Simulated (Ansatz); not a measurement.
# CH2Cl2GaN: a ladder of functionals and wavefunction methods

An exercise on one series of results from a longer session: the logs are not shown, and one member is left open.

The runs use Ansatz 0.2.0, Gaussian basis; functionals in def2-TZVPP, the program's frozen cores in correlated methods.

Levels to be run: LDA (SPW92), PBE-D4, revPBE-D4, BLYP-D4, r2SCAN-D4, B97M-V, PBE0-D4, B3LYP-D4, r2SCANh-D4, r2SCAN0-D4, HSE06-D4, BHLYP-D4, CAM-B3LYP-D4, LC-ωPBE, ωB97X-V, ωB97M-V, B2PLYP, PBE-QIDH; CCSD(T)/def2-SVP; CCSD(T)/def2-TZVPP; MP2/def2-QZVPP; extrapolation to the limit; RPA on PBE.

## The relaxed structure

The geometry comes from an earlier relaxation with PBE0-D4 in a triple-zeta def2 set; it is a stationary point, not always the lowest conformer.

7 atoms, charge 0, spin multiplicity 1.

Atoms are counted from 1 here; the program's logs count them from 0.

Bond lengths: C1–N2 1.263 Å, C1–H6 1.098 Å, C1–H7 1.100 Å, N2–Ga3 1.861 Å, Ga3–Cl4 2.116 Å, Ga3–Cl5 2.139 Å. Angles: N2–C1–H6 119.0°, N2–C1–H7 125.7°, H6–C1–H7 115.3°, C1–N2–Ga3 117.5°, N2–Ga3–Cl4 121.4°, N2–Ga3–Cl5 120.8°, Cl4–Ga3–Cl5 117.8°.

Geometry (Å):

```
C     0.23331    0.41652    1.36391
N    -0.34392   -0.53643    0.76928
Ga   -0.31010   -0.53394   -1.09129
Cl   -1.23913   -2.06952   -2.21231
Cl    0.67445    1.03039   -2.16851
H     0.22844    0.43967    2.46136
H     0.75695    1.25331    0.87756
```

Set-up of the first run:

File in.yaml:

```yaml
crystal:
  periodic: [false, false, false]
  atoms:
    - {symbol: C, position_ang: [0.233307, 0.416523, 1.363907]}
    - {symbol: N, position_ang: [-0.343920, -0.536434, 0.769283]}
    - {symbol: Ga, position_ang: [-0.310100, -0.533939, -1.091294]}
    - {symbol: Cl, position_ang: [-1.239130, -2.069521, -2.212307]}
    - {symbol: Cl, position_ang: [0.674448, 1.030392, -2.168506]}
    - {symbol: H, position_ang: [0.228441, 0.439670, 2.461355]}
    - {symbol: H, position_ang: [0.756954, 1.253310, 0.877563]}
basis:
  gaussian: {orbitals: def2-TZVPP}
hamiltonian: {xc: lda}
output: {orbitals: {seedname: orbitals}}
```

Command:

```sh
ansatz run in.yaml --threads 4 --pin off --events-out ev --progress --plain --max-ram 10444MiB
```

Among the steps run: LDA; PBE-D4 (GGA); revPBE-D4 (GGA); BLYP-D4 (GGA); r2SCAN-D4 (meta-GGA); B97M-V (meta-GGA); B3LYP-D4 (hybrid); r2SCANh-D4 (hybrid); r2SCAN0-D4 (hybrid); HSE06-D4 (hybrid); BHLYP-D4 (hybrid); CAM-B3LYP-D4 (range-separated); LC-ωPBE (range-separated); ωB97X-V (range-separated); ωB97M-V (range-separated); B2PLYP (double hybrid); PBE-QIDH (double hybrid).

One of the session's tables, all rows but one given; the rest of the session is left out.

It belongs to the step «Orbital energies across the functionals». 

| functional | HOMO (eV) | LUMO (eV) | gap (eV) |
| --- | --- | --- | --- |
| LDA (SPW92) | -6.36 | -3.22 | 3.13 |
| PBE-D4 | -6.21 | -2.92 | 3.29 |
| revPBE-D4 | -6.15 | -2.81 | 3.34 |
| BLYP-D4 | -6.10 | -2.81 | 3.30 |
| r2SCAN-D4 | -6.46 | -2.73 | 3.73 |
| B97M-V | -6.56 | -2.69 | 3.87 |
| PBE0-D4 | -7.53 | -1.95 | 5.59 |
| B3LYP-D4 | ? | ? | ? |
| r2SCANh-D4 | -6.96 | -2.37 | 4.59 |
| r2SCAN0-D4 | -7.72 | -1.84 | 5.88 |
| HSE06-D4 | -7.13 | -2.33 | 4.81 |
| BHLYP-D4 | -8.81 | -0.98 | 7.83 |
| CAM-B3LYP-D4 | -8.91 | -0.91 | 7.99 |
| LC-ωPBE | -10.22 | 0.28 | 10.50 |
| ωB97X-V | -9.88 | 0.18 | 10.06 |
| ωB97M-V | -9.78 | 0.03 | 9.81 |

Estimate the missing values for B3LYP-D4.

Worked estimate for «HOMO (eV)». Against the share of exact exchange, BLYP-D4 (0, -6.10), BHLYP-D4 (0.5, -8.81) give a slope of -5.42 per unit share; at 0.2 the line stands at -7.18.

The run gave: HOMO (eV): -7.32; LUMO (eV): -2.21; gap (eV): 5.12. In «HOMO (eV)» the line misses by +0.14.
